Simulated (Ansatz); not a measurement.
# GaH₅O (built from SMILES O.[GaH3]): search for a transition state, part 2 of 2

Ansatz 0.2.0, Gaussian basis; PBE0-D4. The steps go on from the part before.

## Step 6: Vibrations at the point found

File vib/in.yaml:

```yaml
crystal:
  periodic: [false, false, false]
  atoms:
    - {symbol: Ga, position_ang: [-0.556450, 0.338785, -0.474662]}
    - {symbol: H, position_ang: [0.573580, -1.060288, -0.822983]}
    - {symbol: H, position_ang: [0.112710, 1.631279, -1.034645]}
    - {symbol: H, position_ang: [-2.018624, -0.173760, -0.585707]}
    - {symbol: H, position_ang: [0.666912, -0.874565, 0.149709]}
    - {symbol: O, position_ang: [0.271677, -0.228447, 1.218136]}
    - {symbol: H, position_ang: [0.950195, 0.366795, 1.550152]}
basis:
  gaussian: {orbitals: def2-TZVP}
hamiltonian: {xc: pbe0, dispersion: d4}
phonons: {temperatures: {t_min: 298.15, t_max: 900, t_step: 200}}
```

Launch:

```bash
ansatz run in.yaml --threads 2 --pin off --events-out ev --progress --plain --max-ram 4352MiB
```

The program printed, cut to the lines that bear on the results:

```text
Functional definition: PBE0
  name "PBE0"
  cite "Adamo & Barone, J. Chem. Phys. 110, 6158 (1999) doi:10.1063/1.478522"
  cite "Perdew, Burke & Ernzerhof, Phys. Rev. Lett. 77, 3865 (1996) doi:10.1103/PhysRevLett.77.3865"
  parent pbe
[...]
784 factors; their error is unknown
[...]
mean field -54496.93643141 eV, -2002.7254745042 hartree, gradient 3.7e-5 eV, S^2 0.000000; 0 other end points of the search recorded, 0 dependent functions left out
[...]
reference -54496.93645884 eV, -2002.7254755120 hartree; 22, 22 occupied and 87, 87 virtual orbitals, 784 factors
[... from here to the last solve, the lines of the solves are left out (41 solves) ...]
784 factors; their error is unknown
mean field -54496.93641159 eV, -2002.7254737758 hartree, gradient 1.8e-6 eV, S^2 0.000000; 0 other end points of the search recorded, 0 dependent functions left out
[...]
reference -54496.93643901 eV, -2002.7254747834 hartree; 22, 22 occupied and 87, 87 virtual orbitals, 784 factors
WARN: phonons: modes at or below zero, which the zero-point energy, F, S and C_V leave out: 1, the lowest at -1253.90 cm⁻¹. A minimum has none, and a first-order saddle one
Total energy: -54497.00943486 eV, -2002.7281573315 hartree
Atom 0 at    -0.556450     0.338785    -0.474662 Å, force     0.000445     0.001947    -0.002468 eV/Å
Atom 1 at     0.573580    -1.060288    -0.822983 Å, force    -0.000260    -0.001178    -0.000570 eV/Å
Atom 2 at     0.112710     1.631279    -1.034645 Å, force    -0.002307     0.002761    -0.003375 eV/Å
Atom 3 at    -2.018624    -0.173760    -0.585707 Å, force     0.002033    -0.000584     0.000138 eV/Å
Atom 4 at     0.666912    -0.874565     0.149709 Å, force     0.000570    -0.000169    -0.001106 eV/Å
Atom 5 at     0.271677    -0.228447     1.218136 Å, force     0.001921     0.003666     0.009964 eV/Å
Atom 6 at     0.950195     0.366795     1.550152 Å, force    -0.002401    -0.006443    -0.002582 eV/Å
Dipole moment:     0.203975     0.194029     0.013773 e Å
Vibrations: -1253.90 444.44 454.08 516.63 639.95 694.06 724.53 761.76 949.98 1351.24 1783.75 1835.77 2006.31 2032.20 3871.10 cm⁻¹, zero-point energy 1.119936 eV
```

Run time: 50 s. Hardware: 2 threads of Arm Neoverse V1, shared host.

Wavenumbers and character of the modes:

```tsv
mode	wavenumber (cm⁻¹)	character
1	1254i	changes H2–H5, Ga1–H2, H5–O6
2	444	bend
3	454	torsion with bend
4	517	Ga–O stretch
5	640	bend with torsion
6	694	bend with torsion
7	725	bend
8	762	bend
9	950	Ga–H stretch with bend
10	1351	bend
11	1784	Ga–H stretch
12	1836	bend with Ga–H stretch
13	2006	Ga–H stretch
14	2032	Ga–H stretch
15	3871	O–H stretch
```

Vibrational sums (real modes only):

```tsv
T (K)	entropy (J/mol/K)	heat capacity (J/mol/K)
298	15.0	32.9
498	37.9	56.6
698	59.7	72.3
898	79.2	83.0
```

## Step 7: Relaxing after a step of 0.30 Å one way along the mode

File downa/in.yaml:

```yaml
crystal:
  periodic: [false, false, false]
  atoms:
    - {symbol: Ga, position_ang: [-0.574100, 0.389055, -0.324422]}
    - {symbol: H, position_ang: [0.641756, -1.104607, -0.758177]}
    - {symbol: H, position_ang: [0.130051, 1.593820, -1.037130]}
    - {symbol: H, position_ang: [-2.009833, -0.174242, -0.592122]}
    - {symbol: H, position_ang: [0.680914, -0.980219, -0.130721]}
    - {symbol: O, position_ang: [0.205751, -0.137882, 1.272925]}
    - {symbol: H, position_ang: [0.925460, 0.413875, 1.569647]}
basis:
  gaussian: {orbitals: def2-TZVP}
hamiltonian: {xc: pbe0, dispersion: d4}
relax: {f_tol: 0.005, max_steps: 200}
```

Launch:

```bash
ansatz run in.yaml --threads 2 --pin off --events-out ev --progress --plain --max-ram 4352MiB
```

The program printed, cut to the lines that bear on the results:

```text
[... 5 set-up lines as earlier in the session ...]
[...]
784 factors; their error is unknown
[...]
mean field -54496.84460295 eV, -2002.7220998705 hartree, gradient 1.9e-5 eV, S^2 0.000000; 0 other end points of the search recorded, 0 dependent functions left out
[...]
reference -54496.84463192 eV, -2002.7221009349 hartree; 22, 22 occupied and 87, 87 virtual orbitals, 784 factors
relax step   1: F+E_penalty+E_count = -54496.91805156 eV  Δ(F+E_penalty+E_count) = +0.000e0 eV  max|allowed force component| = 6.940e0 eV/Å  Δτ_max = 0.0000 Å  (24 SCF iters, accepted)
[...]
reference -54497.81878543 eV, -2002.7579004162 hartree; 22, 22 occupied and 87, 87 virtual orbitals, 784 factors
Total energy: -54497.88883080 eV, -2002.7604745362 hartree
Atom 0 at    -0.625572     0.568711    -0.075095 Å, force     0.000170    -0.000228    -0.000947 eV/Å
Atom 1 at     0.867495    -1.359603    -1.317633 Å, force    -0.000075    -0.000822     0.002694 eV/Å
Atom 2 at     0.199071     1.546466    -0.977478 Å, force    -0.000365    -0.000196     0.000140 eV/Å
Atom 3 at    -1.949968    -0.173912    -0.414763 Å, force    -0.000499     0.000000    -0.000215 eV/Å
Atom 4 at     0.796460    -1.635221    -0.624242 Å, force     0.000129     0.000894    -0.002775 eV/Å
Atom 5 at    -0.046514     0.289868     1.596704 Å, force     0.001602     0.001399     0.000765 eV/Å
Atom 6 at     0.759028     0.763489     1.812507 Å, force    -0.000961    -0.001047     0.000337 eV/Å
Dipole moment:     0.205721     0.121362    -0.215605 e Å
```

Run time: 34 s. Hardware: 2 threads of Arm Neoverse V1, shared host.

The steps of the relaxation: (the energy doesn't fall at every step)

```tsv
step	energy from step 1 (eV)	largest force component (eV/Å)
1	0.0000	6.9404
2	-0.6841	0.8959
3	-0.8726	0.6257
4	-0.8282	2.0277
5	-0.9115	0.2151
6	-0.9437	0.1627
7	-0.9624	0.1655
8	-0.9668	0.3407
9	-0.9693	0.1933
10	-0.9690	0.1825
11	-0.9700	0.1264
12	-0.9705	0.0048
13	-0.9705	0.0806
14	-0.9706	0.0232
15	-0.9707	0.0053
16	-0.9707	0.0014
17	-0.9707	0.0276
18	-0.9707	0.0122
19	-0.9707	0.0031
20	-0.9707	0.0028
```

Distances of close pairs at the start and the end, largest changes first:

```tsv
bond	before (Å)	after (Å)	change (Å)
Ga1–H5	1.867	2.680	+0.812
Ga1–H2	1.974	2.737	+0.763
H2–H5	0.641	0.750	+0.109
Ga1–O6	1.854	1.791	-0.063
Ga1–H4	1.565	1.556	-0.009
O6–H7	0.954	0.959	+0.005
Ga1–H3	1.567	1.565	-0.002
```

## Step 8: Relaxing after a step of 0.30 Å the other way along the mode

File downb/in.yaml:

```yaml
crystal:
  periodic: [false, false, false]
  atoms:
    - {symbol: Ga, position_ang: [-0.538801, 0.288515, -0.624903]}
    - {symbol: H, position_ang: [0.505404, -1.015968, -0.887789]}
    - {symbol: H, position_ang: [0.095370, 1.668738, -1.032160]}
    - {symbol: H, position_ang: [-2.027416, -0.173277, -0.579292]}
    - {symbol: H, position_ang: [0.652911, -0.768911, 0.430140]}
    - {symbol: O, position_ang: [0.337603, -0.319012, 1.163348]}
    - {symbol: H, position_ang: [0.974929, 0.319715, 1.530657]}
basis:
  gaussian: {orbitals: def2-TZVP}
hamiltonian: {xc: pbe0, dispersion: d4}
relax: {f_tol: 0.005, max_steps: 200}
```

Launch:

```bash
ansatz run in.yaml --threads 2 --pin off --events-out ev --progress --plain --max-ram 4352MiB
```

The program printed, cut to the lines that bear on the results:

```text
[... 5 set-up lines as earlier in the session ...]
[...]
784 factors; their error is unknown
[...]
mean field -54497.11968221 eV, -2002.7322088467 hartree, gradient 4.9e-5 eV, S^2 0.000000; 0 other end points of the search recorded, 0 dependent functions left out
[...]
reference -54497.11971029 eV, -2002.7322098788 hartree; 22, 22 occupied and 87, 87 virtual orbitals, 784 factors
relax step   1: F+E_penalty+E_count = -54497.19017357 eV  Δ(F+E_penalty+E_count) = +0.000e0 eV  max|allowed force component| = 4.662e0 eV/Å  Δτ_max = 0.0000 Å  (23 SCF iters, accepted)
[...]
reference -54497.90148723 eV, -2002.7609396513 hartree; 22, 22 occupied and 87, 87 virtual orbitals, 784 factors
Total energy: -54497.97086724 eV, -2002.7634893197 hartree
Atom 0 at    -0.504388     0.160579    -0.814268 Å, force    -0.000938    -0.000761     0.000821 eV/Å
Atom 1 at     0.308618    -0.988077    -1.533527 Å, force     0.001131    -0.000940    -0.000508 eV/Å
Atom 2 at     0.076802     1.629186    -0.871413 Å, force     0.001137     0.001336     0.000473 eV/Å
Atom 3 at    -2.029256    -0.051753    -0.507337 Å, force    -0.000378    -0.000289     0.000613 eV/Å
Atom 4 at     0.976311    -0.985793     1.086500 Å, force     0.000700    -0.000107    -0.000458 eV/Å
Atom 5 at     0.340742    -0.267662     1.168773 Å, force    -0.002346     0.000853    -0.000571 eV/Å
Atom 6 at     0.831171     0.503319     1.471273 Å, force     0.000694    -0.000092    -0.000370 eV/Å
Dipole moment:     0.563894    -0.088881     0.559567 e Å
```

Run time: 20 s. Hardware: 2 threads of Arm Neoverse V1, shared host.

Step by step:

```tsv
step	energy from step 1 (eV)	largest force component (eV/Å)
1	0.0000	4.6618
2	-0.4880	0.7101
3	-0.5989	0.6056
4	-0.6933	1.0245
5	-0.7358	0.9936
6	-0.7593	0.2147
7	-0.7712	0.1503
8	-0.7804	0.0249
9	-0.7803	0.0363
10	-0.7806	0.0208
11	-0.7807	0.0023
```

Distances of close pairs at the start and the end, largest changes first:

```tsv
bond	before (Å)	after (Å)	change (Å)
Ga1–H5	1.911	2.668	+0.757
Ga1–O6	2.082	2.198	+0.116
Ga1–H2	1.691	1.580	-0.111
H5–O6	0.916	0.963	+0.046
O6–H7	0.974	0.963	-0.012
Ga1–H4	1.559	1.570	+0.011
Ga1–H3	1.573	1.580	+0.008
```

## Step 9: What the saddle joins

```tsv
pair	start side (Å)	saddle (Å)	end side (Å)
Ga1–O6	2.198	1.968	1.791
H2–H5	2.704	0.995	0.750
Ga1–H2	1.580	1.832	2.737
H5–O6	0.963	1.310	3.058
```

## Step 10: Outcome

The summary covers parts 1 to 2.

| quantity | value |
| --- | --- |
| imaginary mode | 1254i cm⁻¹ |
| barrier from the start side | 92.8 kJ/mol |
| barrier from the end side | 84.8 kJ/mol |
| energy of the step | +7.9 kJ/mol |
| pairs that change | Ga1–O6 tightened, H2–H5 formed, Ga1–H2 broken, H5–O6 broken |
| zero-point energy at the saddle | 1.120 eV |

What this shows: The point has a single imaginary mode (1254i cm⁻¹), as a transition state must. Going downhill both ways gives the intended start and end. At PBE0-D4/def2-TZVP the electronic barrier is 92.8 kJ/mol, about 37 kT at 298 K, and the step runs 7.9 kJ/mol uphill. The barrier is thin enough for tunnelling; the leading (Wigner) term alone is a factor of 2.5 at 298 K. A step off the saddle overshot and began above it in energy, so the link to its end is likely but not proven. The ends are the nearest minima, not always the lowest complexes.
